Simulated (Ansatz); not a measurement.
# CH₅AlO₂: basis-set convergence

The task here is to estimate one member of a computed series from the others.

Method: one geometry, several basis sets; program: Ansatz 0.2.0, Gaussian basis.

Levels to be run: PBE0-D4/def2-SVP; ωB97M-V/def2-SVP; PBE0-D4/def2-QZVPP; ωB97M-V/def2-QZVPP; the functionals' def2-TZVPP values are taken from earlier runs.

## The relaxed structure

All runs share one geometry, relaxed beforehand with PBE0-D4 in a triple-zeta def2 set.

9 atoms, charge 0, spin multiplicity 1.

Atoms are counted from 1 here; the program's logs count them from 0.

Bond lengths: O1–C2 1.522 Å, O1–Al3 1.972 Å, O1–H5 0.961 Å, C2–Al3 1.932 Å, C2–H6 1.087 Å, C2–H7 1.089 Å, Al3–O4 1.702 Å, Al3–H8 1.585 Å, O4–H9 0.955 Å. Angles: C2–O1–Al3 65.7°, C2–O1–H5 111.4°, Al3–O1–H5 123.0°, O1–C2–Al3 68.4°, O1–C2–H6 106.8°, O1–C2–H7 109.6°, Al3–C2–H6 125.6°, Al3–C2–H7 121.9°, H6–C2–H7 110.8°, O1–Al3–C2 45.9°, O1–Al3–O4 113.3°, O1–Al3–H8 108.7°, C2–Al3–O4 118.9°, C2–Al3–H8 119.5°, O4–Al3–H8 121.5°, Al3–O4–H9 122.3°.

The first run:

Contents of in.yaml:

```yaml
crystal:
  periodic: [false, false, false]
  atoms:
    - {symbol: O, position_ang: [-0.624475, 0.530097, -0.955541]}
    - {symbol: C, position_ang: [0.882969, 0.417340, -0.777979]}
    - {symbol: Al, position_ang: [-0.068250, -0.535277, 0.608058]}
    - {symbol: O, position_ang: [-0.358969, 0.245367, 2.092746]}
    - {symbol: H, position_ang: [-0.909754, 0.134941, -1.783481]}
    - {symbol: H, position_ang: [1.266098, 1.431632, -0.699484]}
    - {symbol: H, position_ang: [1.314198, -0.094318, -1.636751]}
    - {symbol: H, position_ang: [-0.491267, -2.044300, 0.370089]}
    - {symbol: H, position_ang: [-0.922148, -0.131880, 2.765243]}
basis:
  gaussian: {orbitals: def2-SVP}
hamiltonian: {xc: pbe0, dispersion: d4}
output: {orbitals: {seedname: orbitals}}
```

Started as:

```sh
$ ansatz run in.yaml --threads 2 --pin off --events-out ev --progress --plain --max-ram 4352MiB
```

Steps of the session up to this table: PBE0-D4 in def2-SVP; ωB97M-V in def2-SVP; PBE0-D4 in def2-QZVPP; ωB97M-V in def2-QZVPP.

One table of the session follows, with a row left open; its other results are not shown here.

```
functional       basis  HOMO (eV)  LUMO (eV)
   PBE0-D4    def2-SVP      -7.28       0.61
   PBE0-D4  def2-TZVPP      -7.38       0.11
   PBE0-D4  def2-QZVPP      -7.41      -0.22
   ωB97M-V    def2-SVP      -9.56       2.33
   ωB97M-V  def2-TZVPP      -9.69       1.64
   ωB97M-V  def2-QZVPP          ?          ?
```

**Question.** Estimate the row for ωB97M-V, def2-QZVPP.

The run gave: HOMO (eV): -9.73; LUMO (eV): 0.93. In the column «HOMO (eV)» it is the lowest.
